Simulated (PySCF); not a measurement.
# C2H7BBrN: NMR shifts at several levels of theory, part 2 of 2

PySCF 2.14.0. Atoms count from 0. The steps go on from the part before.

## 6. Shielding tensors: PBE0/cc-pVTZ

Job settings and geometry (Å):

```
{"job": {"kind": "nmr", "xc": "PBE0", "basis": "cc-pVTZ", "pop": true}, "charge": 0, "multiplicity": 1}
C      1.968523    -0.633512    -0.176356
C      0.762978    -0.571004     0.401933
B     -0.217924     0.664806     0.270824
N     -1.573512     0.169336    -0.478458
Br    -0.931855     1.290961     2.074535
H      2.637762    -1.493397    -0.058750
H      2.347701     0.197507    -0.782364
H      0.458193    -1.431134     1.019519
H      0.201720     1.606610    -0.375450
H     -2.011220    -0.593657     0.043893
H     -1.366224    -0.158516    -1.424651
H     -2.249918     0.934028    -0.527680
```

Level: GIAO PBE0/cc-pVTZ NMR shielding, non-relativistic, gas phase.

Log:

```text
coarse grid: 45296 points
cycle   1  E = -2733.7809464834  dE = -7.250e-01  |g| = 4.136e-01  |ddm| = 6.728e+00
cycle   2  E = -2733.7889170295  dE = -7.971e-03  |g| = 3.897e-01  |ddm| = 1.594e+00
cycle   3  E = -2733.8302519913  dE = -4.133e-02  |g| = 8.379e-02  |ddm| = 7.843e-01
cycle   4  E = -2733.8316581114  dE = -1.406e-03  |g| = 4.163e-02  |ddm| = 1.585e-01
cycle   5  E = -2733.8320786669  dE = -4.206e-04  |g| = 8.216e-03  |ddm| = 6.242e-02
cycle   6  E = -2733.8320947641  dE = -1.610e-05  |g| = 3.093e-03  |ddm| = 1.633e-02
cycle   7  E = -2733.8320967798  dE = -2.016e-06  |g| = 3.820e-04  |ddm| = 4.496e-03
final grid: 95296 points
cycle   8  E = -2733.8320841070  dE = -9.968e-08  |g| = 3.798e-04  |ddm| = 6.456e-03
cycle   9  E = -2733.8320840993  dE =  7.733e-09  |g| = 4.232e-04  |ddm| = 1.188e-03
cycle  10  E = -2733.8320841361  dE = -3.682e-08  |g| = 2.413e-05  |ddm| = 5.902e-04
cycle  11  E = -2733.8320841363  dE = -1.273e-10  |g| = 7.569e-06  |ddm| = 4.591e-05
converged SCF energy = -2733.8320841363

GIAO shielding tensors (ppm)
atom      isotropic    diamagn.    paramagn.     s11        s22        s33       span
  0 C       53.450     253.590    -200.139    -63.673     65.648    158.376    222.049
  1 C       35.097     251.700    -216.603    -91.600     35.525    161.365    252.966
  2 B      108.912     191.398     -82.486    102.745    106.287    117.705     14.960
  3 N      203.537     294.860     -91.322    181.745    203.175    225.692     43.948
  4 Br    2636.609    3123.443    -486.833   2381.074   2636.082   2892.672    511.598
  5 H       25.469      29.667      -4.198     22.346     24.589     29.473      7.127
  6 H       25.424      30.645      -5.221     21.681     24.728     29.864      8.183
  7 H       25.061      30.756      -5.695     20.316     25.347     29.520      9.204
  8 H       27.682      30.167      -2.486     25.015     26.443     31.587      6.572
  9 H       28.435      28.529      -0.094     23.533     26.673     35.099     11.566
 10 H       28.468      28.573      -0.106     22.193     24.039     39.171     16.978
 11 H       28.096      27.995       0.101     22.054     26.242     35.992     13.939
```

It took 27 s on 1 thread of Intel Xeon 6975P-C, shared host; peak memory 1.1 GiB.

This run: δ C1 152.2, C0 133.8, B2 -6.2, N3 63.2, H7 6.23, H6 5.87 ppm.

## 7. Shielding tensors: PBE0/aug-cc-pVDZ

Settings changed since step 6:

```diff
@@ -1,2 +1,2 @@
-{"job": {"kind": "nmr", "xc": "PBE0", "basis": "cc-pVTZ", "pop": true}, "charge": 0, "multiplicity": 1}
+{"job": {"kind": "nmr", "xc": "PBE0", "basis": "aug-cc-pVDZ", "pop": true}, "charge": 0, "multiplicity": 1}
 C      1.968523    -0.633512    -0.176356
```

Level: GIAO PBE0/aug-cc-pVDZ NMR shielding, non-relativistic, gas phase.

Log:

```text
coarse grid: 45296 points
cycle   1  E = -2733.6753672502  dE = -6.916e-01  |g| = 3.752e-01  |ddm| = 8.394e+00
cycle   2  E = -2733.6810832199  dE = -5.716e-03  |g| = 3.793e-01  |ddm| = 2.215e+00
cycle   3  E = -2733.7232787685  dE = -4.220e-02  |g| = 6.648e-02  |ddm| = 9.778e-01
cycle   4  E = -2733.7241713061  dE = -8.925e-04  |g| = 3.730e-02  |ddm| = 1.725e-01
cycle   5  E = -2733.7245255633  dE = -3.543e-04  |g| = 7.457e-03  |ddm| = 7.681e-02
cycle   6  E = -2733.7245404060  dE = -1.484e-05  |g| = 2.097e-03  |ddm| = 2.012e-02
cycle   7  E = -2733.7245414857  dE = -1.080e-06  |g| = 3.916e-04  |ddm| = 5.312e-03
final grid: 95296 points
cycle   8  E = -2733.7245303616  dE = -9.400e-08  |g| = 3.770e-04  |ddm| = 1.268e-02
cycle   9  E = -2733.7245303515  dE =  1.007e-08  |g| = 4.407e-04  |ddm| = 1.769e-03
cycle  10  E = -2733.7245303944  dE = -4.286e-08  |g| = 3.258e-05  |ddm| = 7.515e-04
cycle  11  E = -2733.7245303946  dE = -2.278e-10  |g| = 1.188e-05  |ddm| = 9.560e-05
converged SCF energy = -2733.7245303946

GIAO shielding tensors (ppm)
atom      isotropic    diamagn.    paramagn.     s11        s22        s33       span
  0 C       67.842     220.317    -152.474    -42.100     76.678    168.949    211.049
  1 C       49.574     201.909    -152.335    -69.453     47.753    170.421    239.874
  2 B      114.867     211.282     -96.414    108.820    112.163    123.619     14.799
  3 N      215.213     273.542     -58.329    192.459    215.798    237.382     44.923
  4 Br    2624.537    3124.573    -500.036   2350.049   2613.277   2910.285    560.236
  5 H       25.448      34.183      -8.735     22.327     24.692     29.324      6.997
  6 H       25.459      33.659      -8.200     21.720     24.930     29.727      8.007
  7 H       25.038      31.388      -6.350     20.284     25.469     29.360      9.076
  8 H       27.619      22.299       5.320     24.936     26.379     31.540      6.604
  9 H       28.563      26.326       2.236     23.841     26.876     34.971     11.131
 10 H       28.574      26.937       1.638     22.431     24.206     39.086     16.654
 11 H       28.225      29.326      -1.101     22.299     26.454     35.922     13.623
```

Run time: 16 s. Hardware: 1 thread of Intel Xeon 6975P-C, shared host; peak memory 0.94 GiB.

In short: δ C1 145.5, C0 127.3, B2 -4.7, N3 54.6, H7 6.36, H5 5.95 ppm.

## 8. Shielding tensors: PBE0/pcSseg-0

Settings changed since step 7:

```diff
@@ -1,2 +1,2 @@
-{"job": {"kind": "nmr", "xc": "PBE0", "basis": "aug-cc-pVDZ", "pop": true}, "charge": 0, "multiplicity": 1}
+{"job": {"kind": "nmr", "xc": "PBE0", "basis": "pcSseg-0", "pop": true}, "charge": 0, "multiplicity": 1}
 C      1.968523    -0.633512    -0.176356
```

Method: GIAO PBE0/pcSseg-0 NMR shielding, non-relativistic, gas phase.

Log:

```text
coarse grid: 45296 points
cycle   1  E = -2730.4669246619  dE = -1.437e+00  |g| = 3.334e-01  |ddm| = 3.239e+00
cycle   2  E = -2730.4836839905  dE = -1.676e-02  |g| = 2.522e-01  |ddm| = 1.041e+00
cycle   3  E = -2730.5001473322  dE = -1.646e-02  |g| = 7.529e-02  |ddm| = 4.210e-01
cycle   4  E = -2730.5012068363  dE = -1.060e-03  |g| = 3.557e-02  |ddm| = 1.077e-01
cycle   5  E = -2730.5015203792  dE = -3.135e-04  |g| = 6.849e-03  |ddm| = 3.893e-02
cycle   6  E = -2730.5015319096  dE = -1.153e-05  |g| = 1.785e-03  |ddm| = 9.014e-03
cycle   7  E = -2730.5015325294  dE = -6.198e-07  |g| = 5.860e-04  |ddm| = 2.292e-03
final grid: 95296 points
cycle   8  E = -2730.5015252795  dE = -1.193e-08  |g| = 6.140e-04  |ddm| = 1.815e-03
cycle   9  E = -2730.5015252467  dE =  3.275e-08  |g| = 7.348e-04  |ddm| = 1.404e-03
cycle  10  E = -2730.5015253639  dE = -1.172e-07  |g| = 7.020e-05  |ddm| = 7.561e-04
cycle  11  E = -2730.5015253652  dE = -1.299e-09  |g| = 1.433e-05  |ddm| = 8.465e-05
cycle  12  E = -2730.5015253652  dE = -5.866e-11  |g| = 2.412e-06  |ddm| = 1.643e-05
converged SCF energy = -2730.5015253652

GIAO shielding tensors (ppm)
atom      isotropic    diamagn.    paramagn.     s11        s22        s33       span
  0 C       49.992     256.742    -206.749    -72.982     60.273    162.686    235.668
  1 C       38.969     264.625    -225.655    -88.999     35.059    170.848    259.846
  2 B      109.956     184.326     -74.370    102.289    107.643    119.935     17.646
  3 N      209.174     319.765    -110.591    187.973    208.603    230.945     42.972
  4 Br    2738.377    3117.020    -378.643   2498.926   2796.342   2919.861    420.935
  5 H       26.806      29.295      -2.489     23.612     26.496     30.311      6.699
  6 H       26.728      30.894      -4.165     23.075     26.337     30.773      7.698
  7 H       26.679      32.352      -5.674     22.692     26.972     30.372      7.680
  8 H       28.303      29.599      -1.296     25.574     27.331     32.004      6.430
  9 H       30.629      29.795       0.834     26.153     28.524     37.209     11.056
 10 H       30.514      29.728       0.786     24.500     26.398     40.643     16.143
 11 H       30.453      29.431       1.022     24.694     28.212     38.453     13.759
```

Wall time 5.1 s (1 thread of Intel Xeon 6975P-C, shared host); peak memory 0.54 GiB.

Key values: δ C1 154.5, C0 143.5, B2 -5.1, N3 56.8, H7 6.15, H6 6.10 ppm.

## 9. Nuclear shieldings: PBE0/pcSseg-2

Settings changed since step 8:

```diff
@@ -1,2 +1,2 @@
-{"job": {"kind": "nmr", "xc": "PBE0", "basis": "pcSseg-0", "pop": true}, "charge": 0, "multiplicity": 1}
+{"job": {"kind": "nmr", "xc": "PBE0", "basis": "pcSseg-2", "pop": true}, "charge": 0, "multiplicity": 1}
 C      1.968523    -0.633512    -0.176356
```

Level: GIAO PBE0/pcSseg-2 NMR shielding, non-relativistic, gas phase.

Log:

```text
coarse grid: 45296 points
cycle   1  E = -2733.7726114919  dE = -9.509e-01  |g| = 9.861e-01  |ddm| = 2.293e+00
cycle   2  E = -2733.7831417412  dE = -1.053e-02  |g| = 6.479e-01  |ddm| = 8.851e-01
cycle   3  E = -2733.8280292805  dE = -4.489e-02  |g| = 1.793e-01  |ddm| = 4.848e-01
cycle   4  E = -2733.8345553739  dE = -6.526e-03  |g| = 6.856e-02  |ddm| = 1.733e-01
cycle   5  E = -2733.8356886644  dE = -1.133e-03  |g| = 1.840e-02  |ddm| = 5.426e-02
cycle   6  E = -2733.8357788428  dE = -9.018e-05  |g| = 2.000e-03  |ddm| = 1.510e-02
cycle   7  E = -2733.8357797872  dE = -9.444e-07  |g| = 9.902e-04  |ddm| = 2.880e-03
final grid: 95296 points
cycle   8  E = -2733.8357796864  dE = -2.199e-08  |g| = 1.133e-03  |ddm| = 3.658e-03
cycle   9  E = -2733.8357795699  dE =  1.165e-07  |g| = 1.382e-03  |ddm| = 1.853e-03
cycle  10  E = -2733.8357799452  dE = -3.754e-07  |g| = 1.282e-04  |ddm| = 9.750e-04
cycle  11  E = -2733.8357799493  dE = -4.037e-09  |g| = 2.402e-05  |ddm| = 9.516e-05
cycle  12  E = -2733.8357799494  dE = -1.373e-10  |g| = 4.502e-06  |ddm| = 2.093e-05
converged SCF energy = -2733.8357799494

GIAO shielding tensors (ppm)
atom      isotropic    diamagn.    paramagn.     s11        s22        s33       span
  0 C       45.156     251.700    -206.544    -76.127     57.409    154.188    230.315
  1 C       25.281     256.738    -231.458   -106.553     25.245    157.150    263.702
  2 B      104.390     186.890     -82.500     98.035    101.966    113.169     15.134
  3 N      200.007     310.385    -110.378    177.350    199.941    222.730     45.380
  4 Br    2595.653    3124.951    -529.299   2322.117   2590.521   2874.320    552.203
  5 H       25.391      29.514      -4.123     22.287     24.475     29.411      7.125
  6 H       25.349      31.224      -5.876     21.606     24.639     29.802      8.196
  7 H       24.941      32.252      -7.311     20.184     25.218     29.422      9.238
  8 H       27.657      30.267      -2.609     25.009     26.384     31.578      6.569
  9 H       28.347      29.968      -1.621     23.405     26.527     35.108     11.703
 10 H       28.402      29.928      -1.526     22.130     23.938     39.138     17.007
 11 H       28.019      27.951       0.069     21.922     26.107     36.030     14.107
```

It took 36 s on 1 thread of Intel Xeon 6975P-C, shared host; peak memory 1.3 GiB.

This run: δ C1 158.8, C0 139.0, B2 -5.3, N3 61.7, H7 6.30, H6 5.90 ppm.

## 10. Run by run: NMR shifts

Shifts (ppm) of some atoms, chosen among heavy atoms and hydrogens apart, means over like atoms, with basis size and wall time:

```
             run     C1     C0    H8    H9    B2    N3   Br4  functions   time
     PBE0/6-31G*  136.4  125.0  3.76  2.51  -5.2  45.2  -113        102  7.3 s
   PBE0/def2-SVP  142.8  128.3  3.48  2.79  -5.2  56.7   -68        123  8.3 s
  PBE0/def2-TZVP  153.6  134.3  3.75  2.75  -5.5  62.0   -27        214   20 s
    PBE0/cc-pVDZ  143.6  128.5  3.55  2.72  -3.3  57.7   -52        118    9 s
    PBE0/cc-pVTZ  152.2  133.8  3.61  2.96  -6.2  63.2   -18        261   27 s
PBE0/aug-cc-pVDZ  145.5  127.3  3.78  2.94  -4.7  54.6    19        191   16 s
   PBE0/pcSseg-0  154.5  143.5  4.53  2.30  -5.1  56.8  -180         75  5.1 s
   PBE0/pcSseg-2  158.8  139.0  3.59  2.99  -5.3  61.7    -3        305   36 s
```

## 11. What came out

The summary covers parts 1 to 2.

```
                                                            quantity                             value
                                13C shifts against TMS (PBE0/6-31G*)                  136.4, 125.0 ppm
1H shifts against TMS (PBE0/6-31G*, means over atoms taken as alike)  6.08, 5.70, 5.56, 3.76, 2.51 ppm
                           11B shifts against BF3·OEt2 (PBE0/6-31G*)                          -5.2 ppm
                                15N shifts against NH3 (PBE0/6-31G*)                          45.2 ppm
                               79Br shifts against HBr (PBE0/6-31G*)                          -113 ppm
                                           range of the shift of Br4                    -180 to 19 ppm
```

What this shows: Single values in the summary come from the first sound run of each kind (PBE0/6-31G*), which need not be the best level. At PBE0/6-31G*: Shielding is most anisotropic at Br4 (span 466 ppm, paramagnetic term -428 ppm). In ppm, Br4 moves most: its shift spreads over 199 ppm, from -180 (PBE0/pcSseg-0) to 19 (PBE0/aug-cc-pVDZ). Part of that comes from the computed reference. Spin-orbit coupling is left out, which matters for shieldings and couplings at and beside the heavy atoms.
